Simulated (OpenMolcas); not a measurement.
# FNO-MP2/ANO-R1 (sfX2C, Cholesky decomposition, virtual fraction 0.8) run of SiSbH5 (SbH2(SiH3))

What is the energy change on altering one bond length of SiSbH5 (SbH2(SiH3)) at FNO-MP2/ANO-R1 (sfX2C, Cholesky decomposition, virtual fraction 0.8)? 

Program for the calculation: OpenMolcas 26.06.

5 further runs of the same task are left out: 5 set aside as unsound or not needed.

## 1. Starting point

SiSbH5: 7 atoms, total charge 0, spin state singlet. As SMILES, `[H][Sb]([H])[SiH3]`. The shape comes from GFN2-xTB, which is rough for such elements, and wasn't checked as a minimum.

Bond lengths: Sb1–Si4 2.534 Å, Sb1–H2 1.692 Å, Sb1–H3 1.692 Å, Si4–H5 1.461 Å, Si4–H6 1.463 Å, Si4–H7 1.462 Å. Angles: Sb1–Si4–H5 116.5°, Sb1–Si4–H6 108.6°, Sb1–Si4–H7 109.3°, H2–Sb1–Si4 90.4°, H3–Sb1–Si4 90.9°, H5–Si4–H6 107.3°, H5–Si4–H7 107.4°, H6–Si4–H7 107.3°, H2–Sb1–H3 88.4°.

## 2. The energy at FNO-MP2/ANO-R1 (sfX2C, Cholesky decomposition, virtual fraction 0.8)

mol.inp

```
* H5SbSi FNO-MP2

&GATEWAY
  BasisSet
  Sb.ANO-R1....
  Sb1 0.597850 1.098380 1.155690 angstrom
  End of Basis
  BasisSet
  H.ANO-R1....
  H2 1.971330 1.047760 0.168440 angstrom
  H3 -0.060380 2.246590 0.101670 angstrom
  H5 -0.495060 -0.611890 -1.626310 angstrom
  H6 -1.828920 -0.967870 0.281020 angstrom
  H7 0.266890 -2.028520 0.095770 angstrom
  End of Basis
  BasisSet
  Si.ANO-R1....
  Si4 -0.451710 -0.784440 -0.176280 angstrom
  End of Basis
  Finite
  RX2C

&SEWARD
  Low

&SCF
  PrOrbitals=1 1

&MBPT2
  FNOMP2=0.8
  DoMP2
  Frozen=23
```

Started as:

```
$ export MOLCAS_MEM=1860
$ pymolcas mol.inp > mol.log
```

The log of the run:

```text
--- Start Module: gateway ---
[...]
--- Stop Module: gateway /rc=_RC_ALL_IS_WELL_ ---
[...]
      Basis functions           86
[...]
--- Start Module: scf ---
[...]
       Convergence after  10 Iterations
[...]
::    Total SCF energy                              -6770.4473445972
[...]
      Total spin, S                                     0.0000000000
[...]
      Total electronic charge=   70.000000
      Total            charge=   -0.000000
[...]
      Dipole Moment (debye):
      Origin of the operator (angstrom)=    0.3865    0.7181    0.8693
                   X= -6.5890E-02               Y= -9.1968E-02               Z= -3.5027E-03           Total=  1.1319E-01
      Quadrupole Moment (debye*angstrom):
[...]
--- Stop Module: scf /rc=_RC_ALL_IS_WELL_ ---
[...]
--- Start Module: mbpt2 ---
[...]
WARNING!
Default frozen orbitals as non valence orbitals is overwritten by user input.
Default values:  20
[...]
       Reference weight ( Cref**2 )         =        0.86526
::    Total MBPT2 energy                            -6770.9960350372
[...]
--- Stop Module: mbpt2 /rc=_RC_ALL_IS_WELL_ ---
[...]
```

Wall time 15 s (1 thread of Arm Neoverse V2, shared host).

## 3. The distorted shape at the same level

mol.inp

```
* H5SbSi FNO-MP2

&GATEWAY
 BasisSet
 Sb.ANO-R1....
 Sb1 0.532014 1.213223 1.050268 angstrom
 End of Basis
 BasisSet
 H.ANO-R1....
 H2 1.905494 1.162603 0.063018 angstrom
 H3 -0.060380 2.246590 0.101670 angstrom
 H5 -0.560896 -0.497047 -1.731732 angstrom
 H6 -1.894756 -0.853027 0.175598 angstrom
 H7 0.201054 -1.913677 -0.009652 angstrom
 End of Basis
 BasisSet
 Si.ANO-R1....
 Si4 -0.517546 -0.669597 -0.281702 angstrom
 End of Basis
 Finite
 RX2C

&SEWARD
 Low

&SCF
 PrOrbitals=1 1

&MBPT2
 FNOMP2=0.8
 DoMP2
 Frozen=23
```

Started as:

```
$ export MOLCAS_MEM=1860
$ pymolcas mol.inp > mol.log
```

The log of the run:

```text
--- Start Module: gateway ---
[...]
--- Stop Module: gateway /rc=_RC_ALL_IS_WELL_ ---
[...]
      Basis functions           86
[...]
--- Start Module: scf ---
[...]
       Convergence after  10 Iterations
[...]
::    Total SCF energy                              -6770.4361117376
[...]
      Total spin, S                                     0.0000000000
[...]
      Total electronic charge=   70.000000
      Total            charge=   -0.000000
[...]
      Dipole Moment (debye):
      Origin of the operator (angstrom)=    0.3211    0.8322    0.7646
                   X= -2.2179E-01               Y=  2.2335E-01               Z= -1.7477E-01           Total=  3.6003E-01
      Quadrupole Moment (debye*angstrom):
[...]
--- Stop Module: scf /rc=_RC_ALL_IS_WELL_ ---
[...]
--- Start Module: mbpt2 ---
[...]
WARNING!
Default frozen orbitals as non valence orbitals is overwritten by user input.
Default values:  20
[...]
       Reference weight ( Cref**2 )         =        0.86618
::    Total MBPT2 energy                            -6770.9857858953
[...]
--- Stop Module: mbpt2 /rc=_RC_ALL_IS_WELL_ ---
[...]
```

It took 15 s on 1 thread of Arm Neoverse V2, shared host.

## 4. Results

At FNO-MP2/ANO-R1 (sfX2C, Cholesky decomposition, virtual fraction 0.8), 23 core orbitals frozen:

```
                                                          quantity           value
                                         first shape: total energy  -6770.99604 Eh
                   first shape: dipole moment (mean-field density)          0.11 D
                  first shape: HOMO energy (Hartree–Fock orbitals)        -9.51 eV
                  first shape: LUMO energy (Hartree–Fock orbitals)         2.21 eV
                first shape: HOMO–LUMO gap (Hartree–Fock orbitals)        11.72 eV
         first shape: correlation energy (23 core orbitals frozen)      -548.7 mEh
                                     distorted shape: total energy  -6770.98579 Eh
               distorted shape: dipole moment (mean-field density)          0.36 D
              distorted shape: HOMO energy (Hartree–Fock orbitals)        -9.45 eV
              distorted shape: LUMO energy (Hartree–Fock orbitals)         2.23 eV
            distorted shape: HOMO–LUMO gap (Hartree–Fock orbitals)        11.68 eV
     distorted shape: correlation energy (23 core orbitals frozen)      -549.7 mEh
energy change with the Sb1–H3 bond shortened from 1.692 to 1.523 Å        0.279 eV
```

**Reading.** With the Sb1–H3 bond shortened from 1.692 to 1.523 Å the energy rises by 0.28 eV (26.9 kJ/mol). The first shape isn't relaxed at this level, so the change isn't measured from a minimum. Mulliken charges (first shape) of the mean-field density run from -0.24 on Si4 to +0.37 on Sb1; they depend strongly on the basis.
